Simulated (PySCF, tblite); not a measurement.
# C12H12S3: electronic excitations, NMR shifts

Aim: compute the electronic excitations, NMR shifts of C12H12S3 (`CC(C)(C)c1cc2sc3ccsc3c2s1`).

Programs: tblite 0.8.0 and PySCF 2.14.0, with routines of our own; each step states its level. All values are computed. Atoms count from 0.

## 1. The system as given

27 atoms, charge 0, multiplicity 1; geometry from: force field, distance geometry or constructed start.

## 2. Optimising the geometry with GFN2-xTB

The job: settings as JSON, then the geometry in Å.

```
{"job": {"kind": "relax", "xc": "GFN2-xTB", "basis": "xTB"}, "charge": 0, "multiplicity": 1}
C     -2.697600     0.528400    -1.388800
C     -2.288900     0.206500     0.053900
C     -2.927600     1.260600     0.981800
C     -2.853700    -1.167000     0.459300
C     -0.752300     0.213800     0.199000
C      0.035000     1.030000     1.006100
C      1.416500     0.732900     0.842400
S      3.004800     1.169800     1.376300
C      3.861300     0.027500     0.399200
C      5.153800    -0.445100     0.071400
C      5.058200    -1.460300    -0.872100
S      3.438300    -1.847300    -1.356300
C      2.894800    -0.646700    -0.295100
C      1.597900    -0.271600    -0.062900
S      0.200700    -0.901200    -0.756600
H     -2.368200    -0.234900    -2.088700
H     -3.792600     0.596800    -1.478000
H     -2.283400     1.485400    -1.715000
H     -2.697400     1.079500     2.037900
H     -4.022400     1.256600     0.888200
H     -2.593200     2.278200     0.733900
H     -2.542700    -1.443700     1.480300
H     -2.516100    -1.964100    -0.201300
H     -3.953200    -1.173100     0.439900
H     -0.339100     1.795100     1.678800
H      6.080100    -0.077000     0.485900
H      5.875100    -2.013300    -1.315700
```

Run with:

```
> OMP_NUM_THREADS=1 python large_run.py task.json out
```

This one command runs all jobs of the session in turn.

Standard output:

```text
step      E/eV     max force
  0   -1130.29910    2.526
  1   -1130.48536    1.187
  2   -1130.60050    0.639
  3   -1130.63810    0.739
  4   -1130.67848    0.821
  5   -1130.71126    0.576
  6   -1130.74712    0.454
  7   -1130.77863    0.428
  8   -1130.80904    0.395
  9   -1130.83382    0.335
 10   -1130.85303    0.318
 11   -1130.86737    0.360
 12   -1130.88024    0.373
 13   -1130.89217    0.285
 14   -1130.90065    0.210
 15   -1130.90508    0.111
 16   -1130.90768    0.128
 17   -1130.91037    0.139
 18   -1130.91352    0.144
 19   -1130.91634    0.127
 20   -1130.91849    0.106
 21   -1130.92037    0.108
 22   -1130.92246    0.113
 23   -1130.92485    0.115
 24   -1130.92742    0.116
 25   -1130.93010    0.112
 26   -1130.93280    0.100
 27   -1130.93505    0.108
 28   -1130.93659    0.069
 29   -1130.93764    0.070
 30   -1130.93855    0.051
 31   -1130.93942    0.064
 32   -1130.94017    0.059
 33   -1130.94081    0.062
 34   -1130.94145    0.068
 35   -1130.94213    0.065
 36   -1130.94271    0.046
 37   -1130.94309    0.038
 38   -1130.94335    0.038
 39   -1130.94360    0.037
 40   -1130.94390    0.040
 41   -1130.94424    0.038
 42   -1130.94458    0.046
 43   -1130.94487    0.042
 44   -1130.94506    0.027
 45   -1130.94518    0.023
 46   -1130.94525    0.021
 47   -1130.94532    0.027
 48   -1130.94538    0.021
 49   -1130.94542    0.010
```

It took 1.4 s on 1 thread of Arm Neoverse N1, shared host; peak memory 0.18 GiB.

Step by step:

| step | energy from step 0 (eV) | largest force (eV/Å) |
| --- | --- | --- |
| 0 | 0.0000 | 2.5263 |
| 1 | -0.1863 | 1.1871 |
| 2 | -0.3014 | 0.6398 |
| 3 | -0.3390 | 0.7388 |
| 4 | -0.3794 | 0.8209 |
| 5 | -0.4122 | 0.5760 |
| 6 | -0.4480 | 0.4536 |
| 7 | -0.4795 | 0.4283 |
| 8 | -0.5099 | 0.3946 |
| 11 | -0.5683 | 0.3599 |
| 14 | -0.6016 | 0.2099 |
| 18 | -0.6144 | 0.1436 |
| 21 | -0.6213 | 0.1082 |
| 24 | -0.6283 | 0.1162 |
| 28 | -0.6375 | 0.0689 |
| 31 | -0.6403 | 0.0639 |
| 34 | -0.6424 | 0.0676 |
| 38 | -0.6443 | 0.0375 |
| 41 | -0.6451 | 0.0380 |
| 45 | -0.6461 | 0.0226 |
| 46 | -0.6462 | 0.0207 |
| 47 | -0.6462 | 0.0269 |
| 48 | -0.6463 | 0.0208 |
| 49 | -0.6463 | 0.0099 |

Close pairs (by a distance rule), those that changed most:

| bond | before (Å) | after (Å) | change (Å) |
| --- | --- | --- | --- |
| C1–C4 | 1.543 | 1.502 | -0.041 |
| C13–S14 | 1.682 | 1.723 | +0.041 |
| C12–C13 | 1.370 | 1.405 | +0.035 |
| S11–C12 | 1.692 | 1.725 | +0.033 |
| C9–C10 | 1.389 | 1.358 | -0.032 |
| C4–C5 | 1.392 | 1.361 | -0.031 |
| C6–C13 | 1.364 | 1.389 | +0.025 |
| C8–C12 | 1.368 | 1.392 | +0.024 |

The end geometry stands in the next job.

## 3. Electronic excitations: TDA CAM-B3LYP/6-31G*

The job: settings as JSON, then the geometry in Å.

```
{"job": {"kind": "uv", "basis": "6-31G*", "grid": 1, "kgrid": 0, "vcut": 1.5, "nstates": 6, "ntriplets": 2, "tda": true, "delta": [], "pop": true, "xc": "CAM-B3LYP"}, "charge": 0, "multiplicity": 1}
C     -2.754237     0.568391    -1.346670
C     -2.328163     0.240090     0.089994
C     -2.861737     1.317849     1.036260
C     -2.903888    -1.122798     0.495552
C     -0.828457     0.175660     0.152618
C      0.038281     0.912197     0.899693
C      1.380122     0.546573     0.673031
S      2.900595     1.107035     1.311611
C      3.739939    -0.049470     0.317503
C      5.099276    -0.370606     0.133419
C      5.249137    -1.370298    -0.772662
S      3.751781    -1.948709    -1.426016
C      2.878323    -0.818268    -0.459017
C      1.530918    -0.476246    -0.254449
S      0.001611    -0.995129    -0.855163
H     -2.394340    -0.193190    -2.034541
H     -3.838404     0.611600    -1.415554
H     -2.348743     1.530486    -1.652177
H     -2.581417     1.102227     2.064322
H     -3.946997     1.349862     0.977936
H     -2.476322     2.296902     0.762712
H     -2.606794    -1.373150     1.511698
H     -2.544667    -1.902412    -0.172202
H     -3.989836    -1.100269     0.447515
H     -0.249883     1.685287     1.586332
H      5.911347     0.113207     0.643885
H      6.160618    -1.820967    -1.111874
```

Method: TDA CAM-B3LYP/6-31G*, vertical, gas phase, core orbitals frozen in the response, virtual orbitals cut by energy.

Standard output:

```text
start: PBE on a coarse grid of 24117 points
cycle   1  E = -1657.9204173033  dE =  2.463e+00  |g| = 8.057e-01  |ddm| = 5.850e+00
cycle   2  E = -1657.5859236454  dE =  3.345e-01  |g| = 1.341e+00  |ddm| = 2.479e+00
cycle   3  E = -1658.0798130858  dE = -4.939e-01  |g| = 2.561e-01  |ddm| = 1.900e+00
cycle   4  E = -1658.0978701553  dE = -1.806e-02  |g| = 9.275e-02  |ddm| = 4.438e-01
cycle   5  E = -1658.0999980073  dE = -2.128e-03  |g| = 4.051e-02  |ddm| = 1.603e-01
cycle   6  E = -1658.1004375788  dE = -4.396e-04  |g| = 1.313e-02  |ddm| = 5.572e-02
cycle   7  E = -1658.1004706579  dE = -3.308e-05  |g| = 6.338e-03  |ddm| = 1.920e-02
final grid: 102417 points
cycle   8  E = -1658.7461079394  dE = -1.037e-02  |g| = 3.665e-02  |ddm| = 4.116e-01
cycle   9  E = -1658.7465113344  dE = -4.034e-04  |g| = 3.115e-02  |ddm| = 1.030e-01
cycle  10  E = -1658.7467742303  dE = -2.629e-04  |g| = 9.547e-03  |ddm| = 4.611e-02
cycle  11  E = -1658.7468011528  dE = -2.692e-05  |g| = 5.546e-03  |ddm| = 1.901e-02
cycle  12  E = -1658.7468144193  dE = -1.327e-05  |g| = 9.477e-04  |ddm| = 7.538e-03
cycle  13  E = -1658.7468115208  dE =  2.899e-06  |g| = 4.906e-04  |ddm| = 2.231e-03
cycle  14  E = -1658.7468125747  dE = -1.054e-06  |g| = 1.583e-04  |ddm| = 1.018e-03
cycle  15  E = -1658.7468136467  dE = -1.072e-06  |g| = 6.652e-05  |ddm| = 3.227e-04
converged SCF energy = -1658.7468136467

Static polarisability (au): isotropic 170.039, principal 90.137 169.861 250.118

Singlet excitations
state   eV       nm        f      main configurations
  1   4.6534    266.4   0.63834   H->L 0.93
  2   5.1067    242.8   0.18903   H-1->L 0.90
  3   5.2694    235.3   0.00002   H->L+1 0.95
  4   5.4328    228.2   0.00000   H->L+2 0.94
  5   5.5971    221.5   0.00000   H-1->L+2 0.86
  6   5.7518    215.6   0.00001   H-1->L+1 0.82

Triplet excitations (Tamm-Dancoff, eV): 2.8847 3.9502
```

Wall time 80 s (1 thread of Arm Neoverse N1, shared host); peak memory 0.64 GiB.

Frontier orbitals and where they lie:

| orbital | eV | atoms |
| --- | --- | --- |
| HOMO−4 | -10.21 | S7 38 %, S14 19 %, S11 14 % |
| HOMO−3 | -9.03 | C5 18 %, C12 18 %, C10 16 % |
| HOMO−2 | -8.53 | S11 28 %, S14 28 %, C9 12 % |
| HOMO−1 | -7.29 | S7 35 %, S14 19 %, S11 16 % |
| HOMO | -6.67 | C4 18 %, C10 17 %, C6 15 % |
| LUMO | 0.23 | C10 17 %, C4 15 %, C6 11 % |
| LUMO+1 | 1.66 | S11 30 %, S14 27 %, C10 8 % |
| LUMO+2 | 1.87 | S7 49 %, C8 13 %, C6 13 % |
| LUMO+3 | 2.08 | C10 16 %, C4 14 %, C9 14 % |

With each of the 6 states as a Gaussian band of 0.4 eV half-width at 1/e, the curve within the window shown has maxima at 264 nm (ε 28,000) L/(mol cm). Beyond the last state computed it falls off for lack of states. The curve at chosen wavelengths:

```
 nm  ε (L/mol/cm)
205            29
209           105
213           312
217           769
221          1620
225          2974
229          4865
233          7250
237         10053
241         13203
245         16611
249         20113
253         23414
258         26643
262         28025
266         28071
270         26769
274         24331
278         21123
282         17559
286         14017
290         10776
294          8002
298          5755
302          4020
306          2733
```

Further results of this job:

| property | computed |
| --- | --- |
| dipole moment (D) | 0.89 |
| polarisability (Å³) | 25.20 |
| HOMO–LUMO gap (eV) | 6.91 |
| −ε(HOMO) (eV) | 6.67 |

## 4. NMR shifts: GIAO KT3/pcSseg-1

Settings changed since step 3:

```diff
@@ -1,2 +1,2 @@
-{"job": {"kind": "uv", "basis": "6-31G*", "grid": 1, "kgrid": 0, "vcut": 1.5, "nstates": 6, "ntriplets": 2, "tda": true, "delta": [], "pop": true, "xc": "CAM-B3LYP"}, "charge": 0, "multiplicity": 1}
+{"job": {"kind": "nmr", "xc": "KT3", "basis": "pcSseg-1", "pop": false}, "charge": 0, "multiplicity": 1}
 C     -2.754237     0.568391    -1.346670
```

Method: GIAO KT3/pcSseg-1 NMR shielding, non-relativistic, gas phase.

Standard output:

```text
start: PBE on a coarse grid of 24117 points
cycle   1  E = -1657.5599730484  dE =  2.426e+00  |g| = 8.037e-01  |ddm| = 6.000e+00
cycle   2  E = -1657.1960886037  dE =  3.639e-01  |g| = 1.389e+00  |ddm| = 2.507e+00
cycle   3  E = -1657.7116163656  dE = -5.155e-01  |g| = 2.624e-01  |ddm| = 1.996e+00
cycle   4  E = -1657.7296024453  dE = -1.799e-02  |g| = 9.524e-02  |ddm| = 4.622e-01
cycle   5  E = -1657.7317254553  dE = -2.123e-03  |g| = 4.400e-02  |ddm| = 1.666e-01
cycle   6  E = -1657.7322167634  dE = -4.913e-04  |g| = 1.272e-02  |ddm| = 5.816e-02
cycle   7  E = -1657.7322472885  dE = -3.053e-05  |g| = 5.941e-03  |ddm| = 1.790e-02
final grid: 212627 points
cycle   8  E = -1675.1564996128  dE = -4.404e-02  |g| = 2.194e-01  |ddm| = 7.037e-01
cycle   9  E = -1675.1537676852  dE =  2.732e-03  |g| = 1.739e-01  |ddm| = 2.993e-01
cycle  10  E = -1675.1558633522  dE = -2.096e-03  |g| = 1.166e-01  |ddm| = 3.172e-01
cycle  11  E = -1675.1596529982  dE = -3.790e-03  |g| = 2.660e-02  |ddm| = 1.771e-01
cycle  12  E = -1675.1598526556  dE = -1.997e-04  |g| = 7.003e-03  |ddm| = 4.271e-02
cycle  13  E = -1675.1598651285  dE = -1.247e-05  |g| = 1.397e-03  |ddm| = 1.123e-02
cycle  14  E = -1675.1598662574  dE = -1.129e-06  |g| = 1.080e-03  |ddm| = 3.174e-03
cycle  15  E = -1675.1598659888  dE =  2.687e-07  |g| = 2.666e-04  |ddm| = 1.847e-03
cycle  16  E = -1675.1598663142  dE = -3.254e-07  |g| = 6.156e-05  |ddm| = 3.906e-04
converged SCF energy = -1675.1598663142

GIAO shielding tensors (ppm)
atom      isotropic    diamagn.    paramagn.     s11        s22        s33       span
  0 C      148.034     247.415     -99.381    125.725    139.304    179.073     53.348
  1 C      145.120     243.016     -97.896    135.123    145.798    154.439     19.316
  2 C      155.304     247.456     -92.152    141.487    141.775    182.650     41.164
  3 C      148.017     247.336     -99.320    125.700    139.278    179.072     53.372
  4 C       31.281     267.707    -236.426    -21.683     23.534     91.991    113.675
  5 C       76.715     248.651    -171.936     14.618     65.555    149.973    135.355
  6 C       50.095     262.750    -212.655     11.649     47.470     91.164     79.515
  7 S      368.116    1059.532    -691.415    218.066    419.269    467.015    248.949
  8 C       50.037     265.251    -215.213     10.886     43.590     95.636     84.750
  9 C       71.159     244.811    -173.652      1.479     58.966    153.032    151.553
 10 C       66.392     269.936    -203.544     -5.947     75.642    129.481    135.428
 11 S      352.572    1061.209    -708.637    217.311    377.569    462.837    245.526
 12 C       58.934     258.937    -200.003     16.283     44.008    116.512    100.229
 13 C       60.210     260.642    -200.432     11.284     52.382    116.964    105.679
 14 S      353.479    1062.823    -709.344    224.815    381.609    454.012    229.198
 15 H       30.104      31.673      -1.569     24.909     30.871     34.533      9.623
 16 H       30.421      30.109       0.312     26.319     27.885     37.058     10.739
 17 H       30.334      31.430      -1.096     27.535     28.020     35.448      7.913
 18 H       30.142      31.445      -1.303     26.121     28.628     35.677      9.556
 19 H       30.535      29.290       1.245     26.368     28.612     36.625     10.257
 20 H       30.144      31.503      -1.359     26.126     28.625     35.680      9.554
 21 H       30.333      31.322      -0.990     27.537     28.013     35.447      7.910
 22 H       30.104      31.614      -1.510     24.907     30.874     34.531      9.624
 23 H       30.419      30.018       0.401     26.321     27.881     37.056     10.735
 24 H       24.936      35.681     -10.744     19.489     25.750     29.571     10.082
 25 H       24.642      29.797      -5.155     20.369     26.047     27.509      7.141
 26 H       24.893      30.055      -5.163     20.980     24.964     28.733      7.754
```

Wall time 42 s (1 thread of Arm Neoverse N1, shared host); peak memory 0.58 GiB.

The references, computed at this level on geometries of the same kind, shield at (ppm): 1H TMS 31.76, 13C TMS 184.7. Their shielding less the atom's gives the shift. The references are single molecules in the gas phase. Atoms listed in one row are averaged.

| atoms | environment | σ (ppm) | δ (ppm) |
| --- | --- | --- | --- |
| C4 | substituted aromatic carbon next to the ring sulfur | 31.3 | 153.4 |
| C8 | ring-fusion aromatic carbon | 50.0 | 134.7 |
| C6 | ring-fusion aromatic carbon | 50.1 | 134.6 |
| C12 | ring-fusion aromatic carbon | 58.9 | 125.8 |
| C13 | ring-fusion aromatic carbon | 60.2 | 124.5 |
| C10 | aromatic CH next to the ring sulfur | 66.4 | 118.3 |
| C9 | aromatic CH | 71.2 | 113.6 |
| C5 | aromatic CH | 76.7 | 108.0 |
| C1 | quaternary sp3 carbon on an aromatic ring | 145.1 | 39.6 |
| C0, C2, C3 | methyl carbon | 150.5 | 34.3 |
| H25 | hydrogen on an aromatic CH | 24.64 | 7.12 |
| H26 | hydrogen on an aromatic CH next to the ring sulfur | 24.89 | 6.87 |
| H24 | hydrogen on an aromatic CH | 24.94 | 6.82 |
| H15, H16, H17, H18, H19 and 4 more | hydrogen on a methyl carbon | 30.28 | 1.48 |
| S11 | aromatic ring sulfur | 353 | – |
| S14 | aromatic ring sulfur | 353 | – |
| S7 | aromatic ring sulfur | 368 | – |

Ring of atoms C4, C5, C6, C13, S14: NICS(0) -10.4, NICS(1) -8.6, NICS(1)zz -17.3 ppm (means of both faces).

Ring of atoms C6, S7, C8, C12, C13: NICS(0) -9.7, NICS(1) -8.3, NICS(1)zz -16.5 ppm (means of both faces).

Ring of atoms C8, C9, C10, S11, C12: NICS(0) -11.7, NICS(1) -9.5, NICS(1)zz -21.1 ppm (means of both faces).

## 5. Summary of results

| quantity | value |
| --- | --- |
| lowest singlet (CAM-B3LYP/6-31G*) | 4.65 eV (266 nm), f = 0.638 |
| lowest triplet | 2.88 eV |
| 13C shifts against TMS (KT3/pcSseg-1, means over atoms taken as alike) | 153.4, 134.7, 134.6, 125.8, 124.5, 118.3, 113.6, 108.0, 39.6, 34.3 ppm |
| 1H shifts against TMS (KT3/pcSseg-1, means over atoms taken as alike) | 7.12, 6.87, 6.82, 1.48 ppm |
| shieldings of S (KT3/pcSseg-1) | S11 352.6, S14 353.5, S7 368.1 ppm |

**Reading.** The first singlet state (HOMO→LUMO 0.93) lies at 4.65 eV and is bright. The lowest triplet lies 1.77 eV below the lowest singlet. NICS(1)zz of -17 ppm above the planar ring from C4 marks a diatropic (aromatic) ring current. NICS(1)zz of -16 ppm above the planar ring from C6 marks a diatropic (aromatic) ring current. NICS(1)zz of -21 ppm above the planar ring from C8 marks a diatropic (aromatic) ring current.
